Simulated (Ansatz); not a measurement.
# Rb on Al (Aluminum) (111)

An exercise on one series of results from a longer session: the logs are not shown, and one member is left open.

Program: Ansatz 0.2.0. Level of theory: DFT r2SCAN, scalar-relativistic, plane waves, PAW. These are calculated values, not measurements.

1 further run of the same task is left out (set aside as unsound or not needed).

## Starting point

The structure is cubic, space group Fm-3m (No. 225). The conventional cell has a = 3.992 Å, b = 3.992 Å, c = 3.992 Å, α = 90.00°, β = 90.00°, γ = 90.00°. Al (site symmetry m-3m) is surrounded by 12 Al at 2.82 Å.

As a file:

```cif
data_structure
_symmetry_space_group_name_H-M 'P 1'
_symmetry_Int_Tables_number 1
_cell_length_a 2.8228
_cell_length_b 2.8228
_cell_length_c 2.8228
_cell_angle_alpha 60.000
_cell_angle_beta 60.000
_cell_angle_gamma 60.000
_cell_volume 15.90
loop_
_atom_site_label
_atom_site_type_symbol
_atom_site_fract_x
_atom_site_fract_y
_atom_site_fract_z
_atom_site_occupancy
Al1 Al 0.00000 0.00000 0.00000 1
```

This cell was relaxed beforehand with the same method: volume 15.90 Å³/atom, gap on the mesh none (metal).

A (111) slab, 6.9 Å thick as cut, with 17 Å of vacuum; its outer planes are Al (top) and Al (bottom).

The slab as cut. Layers, bottom to top:

| plane | atoms per cell | height over the lowest (Å) |
| --- | --- | --- |
| 1 | Al3 | 0.00 |
| 2 | Al3 | 2.30 |
| 3 | Al3 | 4.61 |
| 4 | Al3 | 6.91 |

Set-up of the first run:

Planes are indexed in the bulk's conventional cell (Fm-3m (No. 225)), a = 3.992 Å, b = 3.992 Å, c = 3.992 Å, α = 90.00°, β = 90.00°, γ = 90.00°.

input.yaml

```yaml
crystal:
  lattice:
    - [4.8891890322, 0.0, 0.0]
    - [-2.4445945161, 4.2341619057, 0.0]
    - [0.0, 0.0, 23.9143574383]
  atoms:
    - { symbol: Al, position: [0.0, 0.3333333333, 0.3554350152] }
    - { symbol: Al, position: [0.3333333333, 0.0, 0.3554350152] }
    - { symbol: Al, position: [0.6666666667, 0.6666666667, 0.3554350152] }
    - { symbol: Al, position: [0.3333333333, 0.3333333333, 0.4518116717] }
    - { symbol: Al, position: [0.6666666667, 0.0, 0.4518116717] }
    - { symbol: Al, position: [0.0, 0.6666666667, 0.4518116717] }
    - { symbol: Al, position: [0.6666666667, 0.3333333333, 0.5481883283] }
    - { symbol: Al, position: [0.0, 0.0, 0.5481883283] }
    - { symbol: Al, position: [0.3333333333, 0.6666666667, 0.5481883283] }
    - { symbol: Al, position: [0.0, 0.3333333333, 0.6445649848] }
    - { symbol: Al, position: [0.3333333333, 0.0, 0.6445649848] }
    - { symbol: Al, position: [0.6666666667, 0.6666666667, 0.6445649848] }
basis:
  ecutwfc: 500
kpoints:
  mp_grid: { grid: [6, 6, 1] }
hamiltonian:
  xc: r2scan
scf:
  occupations: { method: gaussian, width: 0.1 }
output:
  forces: true
  eigenvalues: true
  write_density: true
  write_potential: true
  elf: true
  volumetric_format: npy
relax:
  adjacent_minimum: "off"
  f_tol: 0.03
  max_steps: 70
  constraints: [{ sites: [0, 1, 2, 3, 4, 5] }]
efield:
  axis: 3
  dipole_correction: true
```

Launch:

```sh
ansatz run input.yaml --threads 2 --pin off --max-ram 5120MiB --backend cpu --events-out ev --progress --plain --runs-dir out
```

Among the steps run: Relaxing the clean slab; Rb at the top (Al) site; Rb put at a hollow (nearest Al) site; Rb at the bridge (Al-Al) site.

One of the session's tables, all rows but one given; the rest of the session is left out.

It belongs to the step «Adsorption of Rb: the sites compared». 

| start | energy over the lowest (eV) | height (Å) | Δφ, top (eV) | Δ dipole (e·Å) |
| --- | --- | --- | --- | --- |
| top (Al) at (0.33, 0.00) | 0.00 | 3.09 | -1.57 | +0.185 |
| hollow (nearest Al) at (0.00, 0.67) | ? | ? | ? | ? |
| bridge (Al-Al) at (0.00, 0.83) | 0.02 | 3.23 | -1.45 | +0.177 |
| hollow (nearest Al) at (0.33, 0.67) | 0.02 | 3.33 | -1.43 | +0.176 |

Estimate the missing values for hollow (nearest Al) at (0.00, 0.67).

**Answer.** energy over the lowest (eV): 0.03; height (Å): 3.33; Δφ, top (eV): -1.42; Δ dipole (e·Å): +0.175. In the column «energy over the lowest (eV)» it is the highest.

Limits of these values: A start on a symmetric site keeps its symmetry, so an end may be a saddle point and not a minimum. In some runs the vacuum holds more charge than the dipole correction wants, so vacuum levels can be off. Warnings in the runs' records: xc potential rough in thin density, vacuum density over bound.
